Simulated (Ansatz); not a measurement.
# O on W (Tungsten) (110)

An exercise on one series of results from a longer session: the logs are not shown, and one member is left open.

Computed with Ansatz 0.2.0 (DFT PBE+D3(BJ), scalar-relativistic, plane waves, PAW, unless a step's input says otherwise).

1 further run of the same task is left out (set aside as unsound or not needed).

## The starting structure

It takes space group Im-3m (No. 229, cubic). Conventional cell: a = 3.159 Å, b = 3.159 Å, c = 3.159 Å, α = 90.00°, β = 90.00°, γ = 90.00°. Around W (site symmetry m-3m) lie 8 W at 2.74 Å.

Structure file:

```
W
1.0
    -1.57974    1.57974    1.57974
     1.57974   -1.57974    1.57974
     1.57974    1.57974   -1.57974
W
1
Direct
  0.00000 0.00000 0.00000
```

It is the result of an earlier relaxation at this level (volume 15.77 Å³/atom; gap on the mesh: none (metal)).

A (110) slab, 6.7 Å thick as cut, with 17 Å of vacuum, in a 2×1 surface cell; its outer planes are W (top) and W (bottom).

The slab as cut. Layers, bottom to top:

| plane | atoms per cell | height over the lowest (Å) |
| --- | --- | --- |
| 1 | W2 | 0.00 |
| 2 | W2 | 2.23 |
| 3 | W2 | 4.47 |
| 4 | W2 | 6.70 |

Set-up of the first run:

Planes are indexed in the bulk's conventional cell (Im-3m (No. 229)), a = 3.159 Å, b = 3.159 Å, c = 3.159 Å, α = 90.00°, β = 90.00°, γ = 90.00°.

input.yaml

```yaml
crystal:
  lattice:
    - [5.4723966486, 0.0, 0.0]
    - [-0.9120661081, 2.5797125197, 0.0]
    - [0.0, 0.0, 23.7022897296]
  atoms:
    - { symbol: W, position: [0.25, 0.5, 0.3586151421] }
    - { symbol: W, position: [0.75, 0.5, 0.3586151421] }
    - { symbol: W, position: [0.5, 0.0, 0.452871714] }
    - { symbol: W, position: [0.0, 0.0, 0.452871714] }
    - { symbol: W, position: [0.75, 0.5, 0.547128286] }
    - { symbol: W, position: [0.25, 0.5, 0.547128286] }
    - { symbol: W, position: [0.0, 0.0, 0.6413848579] }
    - { symbol: W, position: [0.5, 0.0, 0.6413848579] }
basis:
  ecutwfc: 420
kpoints:
  mp_grid: { grid: [6, 11, 1] }
hamiltonian:
  xc: pbe
  dispersion: d3bj
scf:
  occupations: { method: gaussian, width: 0.1 }
output:
  forces: true
  eigenvalues: true
  write_density: true
  write_potential: true
  elf: true
  volumetric_format: npy
relax:
  adjacent_minimum: "off"
  f_tol: 0.03
  max_steps: 70
  constraints: [{ sites: [0, 1, 2, 3] }]
efield:
  axis: 3
  dipole_correction: true
```

On the command line:

```sh
ansatz run input.yaml --threads 2 --pin off --max-ram 5120MiB --backend cpu --events-out ev --progress --plain --runs-dir out
```

Among the steps run: The clean surface, relaxed; O at the top (W) site; O put at a hollow (nearest W) site; Start: O, bridge (W-W); Start: O, hollow over W.

One of the session's tables, all rows but one given; the rest of the session is left out.

It belongs to the step «O: energies by site». 

```
                             start  E_ads (eV)  height (Å)  Δφ, top (eV)  Δ dipole (e·Å)
           top (W) at (0.00, 0.00)       -6.07        1.72         +1.92          -0.150
hollow (nearest W) at (0.17, 0.67)       -7.39        1.16         +0.28          -0.016
      bridge (W-W) at (0.25, 0.00)           ?           ?             ?               ?
     hollow over W at (0.75, 0.50)       -6.91        1.17         +0.15          -0.008
```

**Question.** Estimate the row for bridge (W-W) at (0.25, 0.00).

As computed: E_ads (eV): -6.85; height (Å): 1.36; Δφ, top (eV): +0.79; Δ dipole (e·Å): -0.055. In the column «E_ads (eV)» it lies between hollow over W at (0.75, 0.50) (-6.91) and top (W) at (0.00, 0.00) (-6.07).

Limits of these values: A start on a symmetric site keeps its symmetry, so an end may be a saddle point and not a minimum. The final runs have no spin polarisation, so no magnetic state was tried and one may lie lower. Warnings in the runs' records: xc potential rough in thin density.
